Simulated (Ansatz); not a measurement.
# NbSiCl: a trial structure relaxed, part 2 of 2

Where does this trial cell of NbSiCl go when cell and atoms are let free?

Ansatz 0.2.0; DFT PBE, scalar-relativistic, plane waves, PAW. Earlier steps stand in the parts before.

### 4 Relaxation on the finer mesh

The end of the coarse run is made exact in the group found at a tolerance of 0.06 Å and reduced to its primitive cell.

Contents of input.yaml:

```yaml
crystal:
  lattice:
    - [3.5688337615, 0.0, 0.0]
    - [0.0, 3.5688337615, 0.0]
    - [0.0, 0.0, 5.03969517]
  atoms:
    - { symbol: Nb, position: [0.5, 0.5, 0.0] }
    - { symbol: Si, position: [0.5, 0.5, 0.5] }
    - { symbol: Cl, position: [0.0, 0.0, 0.0] }
basis:
  ecutwfc: 420
kpoints:
  mp_grid: { grid: [14, 14, 10] }
hamiltonian:
  xc: pbe
scf:
  occupations: { method: gaussian, width: 0.1 }
output:
  forces: true
  stress: true
  eigenvalues: true
relax:
  adjacent_minimum: "off"
  f_tol: 0.01
  max_steps: 80
  cell: { stress_tol: 0.05 }
```

Launch:

```bash
$ ansatz run input.yaml --threads 1 --pin off --max-ram 2048MiB --backend cpu --events-out ev --progress --plain --runs-dir out
```

The log of the run, shortened:

```text
Warning: RAYON_NUM_THREADS=1 ignored (pool sized by the plan → 1); use --threads N
[...]
Pseudopotentials: kind: paw
Pseudopotential: Nb, paw, valence charge 13, recommended cutoff 420 eV (normal), Nb.paw.azcp
Pseudopotential: Si, paw, valence charge 4, recommended cutoff 420 eV (normal), Si.paw.azcp
Pseudopotential: Cl, paw, valence charge 7, recommended cutoff 420 eV (normal), Cl.paw.azcp
Functional definition: PBE
[...]
Crystal: 3 atoms, lattice volume = 64.188 Å³
Basis set: ecut = 420 eV, 1245 PW (Γ), exchange–correlation on 48×48×72 points (8 copies of the dense FFT grid, shifted against one another)
Bands: 16, of which v1, the nominal top of the filled ones, is band 12 counted from 1 (11 counted from 0)
Symmetry: 16 space group operations
Space group: P4/mmm (ITA 123), of the structure as read, at distance tolerance 4.0e-5 Å
k-points: 216 of 1960
[...]
       -0.000000       0.000000      -0.012467
  P = ⅓ Tr σ = -0.0286 GPa (-0.286 kbar)
--- Band table (eV; the first three rows and the last of 216) ---
  k-point 0: bands = ["-46.3358", "-22.5690", "-22.5690", "-22.1660", "-9.2550", "1.1417", "3.1160", "3.4283", "3.4283", "6.2382", "8.4784", "9.3042", "9.3042", "9.7386", "10.0152", "12.0998"]
[...]
--- Relaxed structure (4 steps of the walk, 3 accepted, 1 SCFs on fresh bases) ---
  F+E_penalty+E_count = -6266.17278680 eV   max|allowed force component| = 9.203e-30 eV/Å   (the final SCF, on the basis selected at the relaxed cell)
  cell:  # Å, volume = 63.9948 Å³
    - [3.543623117448499, 5.1499430174312525e-34, 3.604960112201877e-33]
    - [1.7166476724770842e-34, 3.543623117448499, 1.4591505216055217e-33]
    - [4.8482958645505983e-33, 2.0605257424340042e-33, 5.096237560290983]
  atoms:
    - { symbol: Nb, position: [0.49999999999999994, 0.49999999999999994, -1.6719153088566953e-35] }
    - { symbol: Si, position: [0.49999999999999994, 0.49999999999999994, 0.5] }
    - { symbol: Cl, position: [1.42501979617566e-34, 2.0152646821655783e-34, 3.2244080956522024e-35] }
```

It took 49 s on 1 thread of Arm Neoverse V2, shared host; peak memory 0.49 GiB.

Relaxation path:

| step | E - E(step 1) (eV/cell) | largest force component (eV/Å) | pressure (GPa) | volume (Å³) |
| --- | --- | --- | --- | --- |
| 1 | 0.0000 | 0.0000 | 0.11 | 64.19 |
| 2 | -0.0035 | 0.0000 | -0.21 | 64.29 |
| 3 | -0.0021 | 0.0000 | 0.98 | 63.13 |
| 4 | -0.0048 | 0.0000 | -0.03 | 63.99 |
| 5 | -0.0048 | 0.0000 | -0.03 | 63.99 |

Step 1 is the start. Step 5 repeats the geometry before it on a plane-wave basis chosen anew for that cell, so its energy need not be comparable with the rows above. Step 3 was tried and not accepted.

|  | before | after | change |
| --- | --- | --- | --- |
| a (Å) | 3.569 | 3.544 | -0.7 % |
| b (Å) | 3.569 | 3.544 | -0.7 % |
| c (Å) | 5.040 | 5.096 | +1.1 % |
| volume (Å³/atom) | 21.40 | 21.33 | -0.3 % |
| shortest distance (Å) | 2.520 | 2.506 | -0.6 % |
| space group (0.01 Å) | P4/mmm | P4/mmm | same |

The run keeps the 16 symmetry operations of the start, so it could not have lowered the symmetry.

### 5 Results

The summary covers parts 1 to 2. Changes of volume or cell count from the first structure of part 1.

| quantity | value |
| --- | --- |
| symmetry at the end (tolerance 0.05 Å) | space group P4/mmm (No. 123) |
| conventional cell | a = 3.544 Å, b = 3.544 Å, c = 5.096 Å, α = 90.00°, β = 90.00°, γ = 90.00° |
| volume | 21.33 Å³/atom |
| energy over the elements (uncorrected; H, N, O, F and Cl as molecules) | +0.46 eV/atom |
| gap on the mesh | none (metal) |

What this shows: The space group P4/mmm (No. 123) is kept, and the volume per atom shrinks by 7.6 % from the first guess. With a positive formation energy it can't be a ground state. No finished test with a distortion of lower symmetry is shown, so the end may be a saddle point. Other magnetic orders were not searched.
